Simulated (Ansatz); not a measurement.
# Te2Mo: the cost of one run

Computed with Ansatz 0.2.0 (DFT PBE, scalar-relativistic, plane waves, PAW, unless a step's input says otherwise).

3 further runs of the same task are left out: 2 that didn't finish, 1 set aside as unsound or not needed.

## (1) Starting point

It takes space group P6_3/mmc (No. 194, hexagonal). Conventional cell: a = 3.566 Å, b = 3.566 Å, c = 14.648 Å, α = 90.00°, β = 90.00°, γ = 120.00°. Around Te (site symmetry 3m) lie 3 Mo at 2.73 Å. Mo (site symmetry -6m2) is surrounded by 6 Te at 2.73 Å.

Coordinates:

```
Te Mo
1.0
     3.56565    0.00000    0.00000
    -1.78283    3.08795    0.00000
     0.00000    0.00000   14.64778
Te Mo
4 2
Direct
  0.33333 0.66667 0.62782
  0.66667 0.33333 0.12782
  0.66667 0.33333 0.37218
  0.33333 0.66667 0.87218
  0.33333 0.66667 0.25000
  0.66667 0.33333 0.75000
```

Source of the structure: the Materials Project (structure only).

(A quick probe on a coarse mesh, which set the mesh and smearing, is not shown.)

## (3) The relaxation

Contents of input.yaml:

```yaml
crystal:
  lattice:
    - [3.56565456, 0.0, 0.0]
    - [-1.78282728, 3.08794743, 0.0]
    - [0.0, 0.0, 14.64777841]
  atoms:
    - { symbol: Te, position: [0.33333333, 0.66666667, 0.62782269] }
    - { symbol: Te, position: [0.66666667, 0.33333333, 0.12782269] }
    - { symbol: Te, position: [0.66666667, 0.33333333, 0.37217731] }
    - { symbol: Te, position: [0.33333333, 0.66666667, 0.87217731] }
    - { symbol: Mo, position: [0.33333333, 0.66666667, 0.25] }
    - { symbol: Mo, position: [0.66666667, 0.33333333, 0.75] }
basis:
  ecutwfc: 420
kpoints:
  mp_grid: { grid: [12, 12, 2] }
hamiltonian:
  xc: pbe
scf:
  occupations: { method: gaussian, width: 0.02 }
output:
  forces: true
  stress: true
  eigenvalues: true
relax:
  adjacent_minimum: "off"
  f_tol: 0.005
  max_steps: 80
  cell: { stress_tol: 0.05 }
```

Started as:

```
ansatz run input.yaml --threads 8 --pin off --max-ram 28672MiB --backend cpu --events-out ev --progress --plain --runs-dir out
```

**Question.** How long does this run take on 8 threads of Intel Xeon Platinum 8259CL at 2.50GHz (Skylake/Cascade Lake), shared host, and how much memory does it need?

About 35 s, with a peak of 0.95 GiB.
